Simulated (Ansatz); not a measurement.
# CH5F2NOSi: the cost of one run

Program: Ansatz 0.2.0. Level of theory: UKS CAM-B3LYP-D4/STO-3G. These are calculated values, not measurements.

## Step 1: Starting point

Bond lengths: N1–C2 1.395 Å, C2–F3 1.319 Å, C2–F4 1.357 Å, C2–O5 1.401 Å, O5–Si6 1.651 Å, N1–H7 1.036 Å, N1–H8 0.949 Å, Si6–H9 1.464 Å, Si6–H10 1.477 Å, Si6–H11 1.491 Å. Angles (14 of 16 angles, heavy atoms first): N1–C2–F3 106.5°, N1–C2–F4 109.5°, N1–C2–O5 113.9°, F3–C2–F4 106.7°, F3–C2–O5 111.8°, F4–C2–O5 108.3°, C2–O5–Si6 117.7°, C2–N1–H7 103.6°, C2–N1–H8 107.8°, O5–Si6–H9 109.4°, O5–Si6–H10 108.8°, O5–Si6–H11 109.9°, H7–N1–H8 108.5°, H9–Si6–H10 110.9°.

As a file:

```xyz
11

N    -1.6621   -0.8120    0.9534
C    -0.4052   -0.5413    0.4118
F     0.4633   -0.6795    1.3944
F    -0.0983   -1.4851   -0.5142
O    -0.3077    0.7178   -0.1941
Si    1.1751    1.1927   -0.7426
H    -2.2994   -0.7343    0.1409
H    -1.6612   -1.7134    1.2509
H     1.0560    2.4940   -1.4021
H     1.6849    0.1718   -1.6799
H     2.1201    1.3322    0.4021
```

## Step 2: Relaxing the start

Input file input.yaml:

```yaml
crystal:
  periodic: [false, false, false]
  atoms:
    - { symbol: "N", position_ang: [-1.6621, -0.812, 0.9534] }
    - { symbol: C, position_ang: [-0.4052, -0.5413, 0.4118] }
    - { symbol: F, position_ang: [0.4633, -0.6795, 1.3944] }
    - { symbol: F, position_ang: [-0.0983, -1.4851, -0.5142] }
    - { symbol: O, position_ang: [-0.3077, 0.7178, -0.1941] }
    - { symbol: Si, position_ang: [1.1751, 1.1927, -0.7426] }
    - { symbol: H, position_ang: [-2.2994, -0.7343, 0.1409] }
    - { symbol: H, position_ang: [-1.6612, -1.7134, 1.2509] }
    - { symbol: H, position_ang: [1.056, 2.494, -1.4021] }
    - { symbol: H, position_ang: [1.6849, 0.1718, -1.6799] }
    - { symbol: H, position_ang: [2.1201, 1.3322, 0.4021] }
magnetization:
  spin_polarized: true
basis:
  gaussian: { orbitals: STO-3G }
hamiltonian:
  xc: cam_b3lyp
  dispersion: d4
relax:
  f_tol: 0.02
  max_steps: 40
```

Command:

```sh
$ ansatz run input.yaml --threads 1 --pin off --max-ram 2048MiB --backend cpu --events-out ev --progress --plain --runs-dir out
```

What time and memory should one allow on 1 thread of an Arm CPU, shared host?

About 1.8 min, with a peak of 0.21 GiB.
